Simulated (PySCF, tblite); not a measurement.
# C5H10NOSi radical: geometry, infrared bands and EPR parameters

Aim: predict the infrared bands and EPR parameters of C5H10NOSi radical (`C[C@@H]1C[CH][SiH2]N1C=O`).

Programs: tblite 0.8.0 and PySCF 2.14.0, with density-fitted response routines of our own. Each step states its level of theory. These are calculated values for one molecule in the gas phase, unless marked as measured. Atoms are numbered from 0 throughout.

## (1) Starting geometry

18 atoms, charge 0, multiplicity 2; geometry from: force field or distance geometry start.

Bonds of the start (Å): C0–C1 1.52, C1–C2 1.46, C2–C3 1.49, C3–Si4 1.87, Si4–N5 1.80, N5–C6 1.43, C6–O7 1.25, N5–C1 1.41, C0–H8 1.09, C0–H9 1.10, C0–H10 1.13, C1–H11 1.13, C2–H12 1.11, C2–H13 1.10, C3–H14 1.12, Si4–H15 1.45, Si4–H16 1.45, C6–H17 1.07.

## (2) Geometry optimisation with GFN2-xTB

Job settings and geometry (Å):

```
{"job": {"kind": "relax", "xc": "GFN2-xTB", "basis": "xTB"}, "charge": 0, "multiplicity": 2}
C      1.675700     0.701500    -0.541200
C      0.617100     0.140000     0.392000
C      0.750100    -1.309100     0.376400
C     -0.536700    -2.044100     0.227600
Si    -1.565400    -0.743100    -0.638600
N     -0.682200     0.629400     0.124800
C     -1.268000     1.909700     0.359400
O     -2.457200     2.093600     0.021700
H      1.368700     1.683600    -0.892400
H      2.639600     0.798900    -0.024000
H      1.835900     0.006300    -1.414100
H      0.912300     0.519600     1.412800
H      1.437600    -1.615200    -0.445200
H      1.237800    -1.665100     1.298700
H     -1.012800    -2.279500     1.215600
H     -1.328700    -0.723100    -2.068500
H     -2.958800    -0.765600    -0.246700
H     -0.673900     2.668600     0.830000
```

Command:

```console
$ OMP_NUM_THREADS=1 python probes_run.py task.json out
```

One launch serves the whole session: the jobs run in the order shown.

Output:

```text
step      E/eV     max force
  0    -665.00904    4.020
  1    -665.50844    3.024
  2    -665.61661    1.540
  3    -665.72415    1.030
  4    -665.90628    0.783
  5    -665.96935    0.650
  6    -666.02708    0.528
  7    -666.06327    0.507
  8    -666.10010    0.405
  9    -666.12677    0.410
 10    -666.15126    0.366
 11    -666.17377    0.354
 12    -666.19051    0.324
 13    -666.20174    0.253
 14    -666.21139    0.251
 15    -666.22125    0.277
 16    -666.23408    0.362
 17    -666.25030    0.321
 18    -666.26576    0.326
 19    -666.27702    0.507
 20    -666.28725    0.321
 21    -666.29777    0.250
 22    -666.31231    0.234
 23    -666.32310    0.242
 24    -666.33791    0.278
 25    -666.34793    0.279
 26    -666.35841    0.260
 27    -666.36755    0.452
 28    -666.37563    0.221
 29    -666.38336    0.227
 30    -666.39029    0.239
 31    -666.39708    0.251
 32    -666.40943    0.282
 33    -666.41938    0.249
 34    -666.42643    0.215
 35    -666.43152    0.218
 36    -666.43826    0.230
 37    -666.44746    0.234
 38    -666.45789    0.260
 39    -666.46718    0.217
 40    -666.47387    0.235
 41    -666.48047    0.213
 42    -666.48608    0.144
 43    -666.49122    0.129
 44    -666.49411    0.131
 45    -666.49871    0.140
 46    -666.50254    0.131
 47    -666.50544    0.103
 48    -666.50739    0.115
 49    -666.50905    0.125
 50    -666.51075    0.101
 51    -666.51229    0.059
 52    -666.51296    0.049
 53    -666.51344    0.045
 54    -666.51392    0.046
 55    -666.51442    0.048
 56    -666.51493    0.060
 57    -666.51539    0.069
 58    -666.51586    0.069
 59    -666.51642    0.072
 60    -666.51716    0.078
 61    -666.51796    0.071
 62    -666.51861    0.059
 63    -666.51904    0.050
 64    -666.51943    0.061
 65    -666.51991    0.070
 66    -666.52048    0.059
 67    -666.52097    0.060
 68    -666.52132    0.056
 69    -666.52162    0.045
 70    -666.52200    0.048
 71    -666.52248    0.073
 72    -666.52306    0.093
 73    -666.52377    0.088
 74    -666.52465    0.095
 75    -666.52556    0.094
 76    -666.52630    0.059
 77    -666.52682    0.054
 78    -666.52726    0.040
 79    -666.52766    0.042
 80    -666.52802    0.047
 81    -666.52836    0.040
 82    -666.52877    0.046
 83    -666.52922    0.048
 84    -666.52958    0.046
 85    -666.52990    0.051
 86    -666.53018    0.034
 87    -666.53040    0.032
 88    -666.53066    0.032
 89    -666.53096    0.034
 90    -666.53132    0.039
 91    -666.53168    0.034
 92    -666.53203    0.050
 93    -666.53234    0.042
 94    -666.53265    0.035
 95    -666.53307    0.043
 96    -666.53353    0.040
 97    -666.53390    0.055
 98    -666.53421    0.048
 99    -666.53446    0.036
100    -666.53472    0.034
101    -666.53503    0.038
102    -666.53538    0.046
103    -666.53571    0.046
104    -666.53601    0.041
105    -666.53630    0.039
106    -666.53660    0.037
107    -666.53690    0.049
108    -666.53716    0.044
109    -666.53739    0.046
110    -666.53762    0.038
111    -666.53780    0.025
112    -666.53792    0.022
113    -666.53798    0.017
114    -666.53803    0.018
115    -666.53809    0.018
116    -666.53815    0.018
117    -666.53821    0.022
118    -666.53827    0.022
119    -666.53833    0.021
120    -666.53841    0.024
121    -666.53852    0.028
122    -666.53863    0.030
123    -666.53871    0.027
124    -666.53876    0.017
125    -666.53880    0.014
126    -666.53883    0.014
127    -666.53886    0.009
```

It took 0.77 s on 1 thread of Arm Neoverse V2, shared host.

The steps of the relaxation: (not every step is listed)

```tsv
step	energy from step 0 (eV)	largest force (eV/Å)
0	0.0000	4.0199
1	-0.4994	3.0239
2	-0.6076	1.5401
3	-0.7151	1.0297
4	-0.8972	0.7835
5	-0.9603	0.6498
6	-1.0180	0.5284
7	-1.0542	0.5074
8	-1.0911	0.4046
19	-1.2680	0.5073
30	-1.3813	0.2393
41	-1.4714	0.2130
52	-1.5039	0.0492
63	-1.5100	0.0496
74	-1.5156	0.0951
85	-1.5209	0.0506
96	-1.5245	0.0398
107	-1.5279	0.0488
118	-1.5292	0.0221
122	-1.5296	0.0299
123	-1.5297	0.0266
124	-1.5297	0.0171
125	-1.5298	0.0136
126	-1.5298	0.0145
127	-1.5298	0.0094
```

Close pairs (by a distance rule), those that changed most:

```tsv
bond	before (Å)	after (Å)	change (Å)
N5–C6	1.427	1.331	-0.096
C1–C2	1.455	1.539	+0.083
C3–H14	1.122	1.076	-0.046
C0–H10	1.127	1.088	-0.040
C6–O7	1.250	1.210	-0.040
Si4–N5	1.802	1.763	-0.038
C6–H17	1.073	1.108	+0.036
C1–H11	1.128	1.098	-0.031
```

The end geometry stands in the next job.

## (3) Harmonic vibrations with GFN2-xTB

Job settings and geometry (Å):

```
{"job": {"kind": "ir", "xc": "GFN2-xTB", "basis": "xTB"}, "charge": 0, "multiplicity": 2}
C      1.620264     0.652152    -0.640148
C      0.674873     0.276921     0.502354
C      0.723264    -1.238661     0.762883
C     -0.354630    -1.890589    -0.014797
Si    -1.662658    -0.694923    -0.537971
N     -0.685539     0.604932     0.143967
C     -1.191393     1.834161     0.220652
O     -2.304342     2.110573    -0.166269
H      1.512212     1.705762    -0.887884
H      2.653641     0.464302    -0.358196
H      1.375584     0.062264    -1.520686
H      0.958065     0.839636     1.401310
H      1.708838    -1.644238     0.515389
H      0.570239    -1.433549     1.833024
H     -0.328606    -2.959374    -0.133741
H     -1.821407    -0.501812    -1.980171
H     -2.937813    -0.768815     0.170468
H     -0.519353     2.587574     0.678159
```

Output:

```text
mode    cm-1     km/mol
  1      68.0      0.93
  2     128.9      4.89
  3     133.9      6.84
  4     159.9      4.47
  5     230.8      0.14
  6     261.2     18.41
  7     331.1      6.02
  8     403.0     14.21
  9     435.6      1.58
 10     465.5      0.31
 11     479.4     63.69
 12     549.8     89.07
 13     588.2      2.34
 14     633.3     42.16
 15     663.1    122.55
 16     710.9     32.22
 17     792.6    165.81
 18     815.4     91.86
 19     844.8      7.93
 20     905.1      3.16
 21     936.0      6.86
 22     995.1     12.04
 23    1033.3      3.14
 24    1056.5      9.18
 25    1102.1     20.11
 26    1164.9      9.69
 27    1182.5     52.14
 28    1220.9     10.19
 29    1276.7      1.98
 30    1291.4     11.39
 31    1309.2     12.00
 32    1358.0     82.82
 33    1398.4     24.87
 34    1403.2    156.57
 35    1435.5     11.28
 36    1487.3      2.75
 37    1495.2      2.61
 38    1734.1    610.85
 39    2241.7    337.34
 40    2280.3    165.88
 41    2744.1    173.48
 42    2863.5     12.91
 43    2896.8     60.61
 44    2940.2     24.14
 45    3032.6     26.61
 46    3036.3     33.23
 47    3038.7     15.80
 48    3111.5     31.65
```

Wall time 0.55 s (1 thread of Arm Neoverse V2, shared host).

The strongest bands and the atoms that carry them (share of the mass-weighted mode):

```tsv
cm⁻¹	km/mol	atoms
663	122.5	C1 30 %, Si4 17 %
793	165.8	H15 47 %, H16 44 %
815	91.9	C3 37 %, Si4 24 %
1403	156.6	N5 28 %, H17 26 %, C6 22 %, O7 12 %
1734	610.9	C6 63 %, O7 33 %
2242	337.3	H15 82 %, H16 13 %
2280	165.9	H16 83 %, H15 14 %
2744	173.5	H17 94 %
```

## (4) g tensor and hyperfine couplings: B3LYP/pcH-1

Settings changed since step 3:

```diff
@@ -1,2 +1,2 @@
-{"job": {"kind": "ir", "xc": "GFN2-xTB", "basis": "xTB"}, "charge": 0, "multiplicity": 2}
+{"job": {"kind": "epr", "basis": "pcH-1"}, "charge": 0, "multiplicity": 2}
 C      1.620264     0.652152    -0.640148
```

Method: UKS B3LYP, pcH-1 on C H N O Si, non-relativistic, mean-field spin-orbit, GIAO.

Output:

```text
UKS, coarse grid
  cycle   1  E = -615.86200676  |g| = 6.57e-01
  cycle   2  E = -615.21179186  |g| = 1.41e+00
  cycle   3  E = -616.00808050  |g| = 2.32e-01
  cycle   4  E = -616.02826120  |g| = 9.88e-02
  cycle   5  E = -616.03214340  |g| = 2.66e-02
  cycle   6  E = -616.03241897  |g| = 7.08e-03
  cycle   7  E = -616.03244158  |g| = 1.75e-03
  cycle   8  E = -616.03244265  |g| = 8.74e-04
UKS, final grid
  cycle   1  E = -616.03237117  |g| = 1.06e-03
  cycle   2  E = -616.03237076  |g| = 1.42e-03
  cycle   3  E = -616.03237172  |g| = 7.65e-05
  cycle   4  E = -616.03237172  |g| = 4.08e-05
  cycle   5  E = -616.03237172  |g| = 3.28e-05
  cycle   6  E = -616.03237172  |g| = 5.45e-06
E = -616.03237172 Eh   <S^2> = 0.7536 (exact 0.7500)
g shifts (ppm)      1          2          3
  rmc          -129       -129       -129
  gc             -2         27         20
  oz_so          71        624        992
  total         -60        522        884
hyperfine (MHz)  atom isotope    a_iso     a_fc   dipolar eigenvalues
    0   13C      -0.65      -0.65     -0.92      0.26      0.66
    1   13C       6.27       6.27     -1.49     -0.50      1.99
    2   13C     -30.62     -30.63     -2.90      1.16      1.74
    3   13C      78.85      78.95    -75.21    -74.14    149.35
    4  29Si      45.90      45.98     -2.41     -0.89      3.31
    5   14N      -0.67      -0.67     -0.61      0.15      0.46
    6   13C      -1.19      -1.19     -0.62     -0.06      0.67
    7   17O      -0.50      -0.49     -2.82      1.28      1.54
    8    1H      -0.59      -0.59     -1.13     -0.98      2.11
    9    1H       0.87       0.87     -1.43     -1.07      2.51
   10    1H       0.75       0.75     -3.18     -2.56      5.74
   11    1H      -2.14      -2.14     -2.03     -1.71      3.74
   12    1H      72.64      72.64     -4.75     -3.89      8.64
   13    1H     158.45     158.45     -5.88     -2.96      8.84
   14    1H     -56.90     -56.91    -35.99     -0.55     36.54
   15    1H      42.36      42.36     -3.21     -1.92      5.13
   16    1H      52.92      52.92     -3.23     -1.77      5.00
   17    1H       0.08       0.08     -0.80     -0.75      1.55
```

It took 1.7 min on 1 thread of Arm Neoverse V2, shared host; peak memory 0.97 GiB.

Principal g values 2.00226, 2.00284, 2.00320; g(iso) = 2.00277, against 2.00232 for a free electron.

Hyperfine couplings; where a row names several nuclei, a(iso) is their mean (it holds for fast rotation or exchange) and the dipolar term the largest among them:

```tsv
nuclei	isotope	a(iso) (MHz)	a(iso) (G, at g = 2.0023)	largest dipolar term (MHz)
H13	1H	158.5	56.5	8.8
C3	13C	78.8	28.1	149.4
H12	1H	72.6	25.9	8.6
H14	1H	-56.9	-20.3	36.5
H16	1H	52.9	18.9	5.0
Si4	29Si	45.9	16.4	3.3
H15	1H	42.4	15.1	5.1
C2	13C	-30.6	-10.9	-2.9
C1	13C	6.3	2.2	2.0
H11	1H	-2.1	-0.8	3.7
C6	13C	-1.2	-0.4	0.7
N5	14N	-0.7	-0.2	-0.6
C0	13C	-0.6	-0.2	-0.9
O7	17O	-0.5	-0.2	-2.8
```

Mulliken spin populations:

C0 0.00; C1 0.01; C2 -0.09; C3 1.00; Si4 -0.03; N5 0.00; C6 0.00; O7 0.01; H8 0.00; H9 0.00; H10 0.00; H11 0.00; H12 0.03; H13 0.06; H14 -0.04; H15 0.02; H16 0.03; H17 0.00

In first order the couplings over 0.8 MHz of 1H give 64 distinct lines over 137.5 G, if the averaged nuclei exchange fast.

The fields below are evaluated on a grid from the run's orbitals.

ELF in a plane through or near 7 of the atoms.

Values, 10 rows by 14 columns:
```
0.00 0.00 0.00 0.00 0.00 0.00 0.00 0.00 0.00 0.00 0.00 0.00 0.00 0.00
0.00 0.00 0.00 0.00 0.00 0.00 0.00 0.00 0.00 0.00 0.00 0.00 0.00 0.00
0.00 0.00 0.00 0.00 0.02 0.01 0.02 0.00 0.65 0.82 0.01 0.00 0.00 0.00
0.00 0.00 0.00 0.21 0.52 0.08 0.07 0.01 0.92 0.97 0.11 0.56 0.17 0.00
0.00 0.00 0.00 0.01 0.03 0.34 0.27 0.63 0.77 0.30 0.66 0.87 0.39 0.00
0.00 0.00 0.02 0.95 0.97 0.58 0.87 0.45 0.87 0.22 0.27 0.44 0.05 0.00
0.00 0.00 0.01 0.69 0.73 0.65 0.86 0.66 0.17 0.92 0.98 0.24 0.00 0.00
0.00 0.00 0.00 0.00 0.03 0.67 0.78 0.56 0.26 0.98 1.00 0.74 0.01 0.00
0.00 0.00 0.00 0.00 0.03 0.58 0.44 0.07 0.01 0.14 0.32 0.01 0.00 0.00
0.00 0.00 0.00 0.00 0.00 0.00 0.00 0.00 0.00 0.00 0.00 0.00 0.00 0.00
```
The map spans 11.2 Å across and 10.8 Å up, centred on the molecule. Atoms in the plane (x, y in Å): C1 (-0.5, 0.5), C2 (-1.3, -0.8), N5 (0.9, 0.2), C6 (1.9, 1.1), O7 (3.0, 0.9), H12 (-2.3, -0.7), H16 (2.2, -2.0).

On the surface of density 0.002 e/bohr³ the electrostatic potential runs, from the 1st to the 99th percentile, from -2.03 V near O7 to 1.41 V near Si4.

The spin density lies nearest to C3 66 %; H14 10 %; H13 7 %.

## (5) Summary of results

| quantity | value |
| --- | --- |
| strongest single infrared mode (GFN2-xTB) | 1734 cm⁻¹, 611 km/mol |
| zero-point energy (GFN2-xTB) | 86.7 kcal/mol |
| g(iso) (B3LYP) | 2.00277 |
| ⟨S²⟩ | 0.754 (exact 0.75) |
| largest a(iso) (averaged by class) | 1H on H13, 158.5 MHz |
| surface potential, 1st and 99th percentile | -2.03 V and 1.41 V |

Over 127 steps the energy fell by 1.530 eV; of the close pairs, N5–C6 changed most, 1.427 to 1.331 Å. No mode is imaginary among the 48: a minimum at this level. The strongest single mode, at 1734 cm⁻¹, moves mainly C6 and O7. GFN2-xTB is a fitted tight-binding method: band positions and strengths are rough. Its intensities can rank the bands wrongly. C3 carries the largest spin population, 1.00 e. The isotropic g lies 0.4 ppt above the free-electron value.
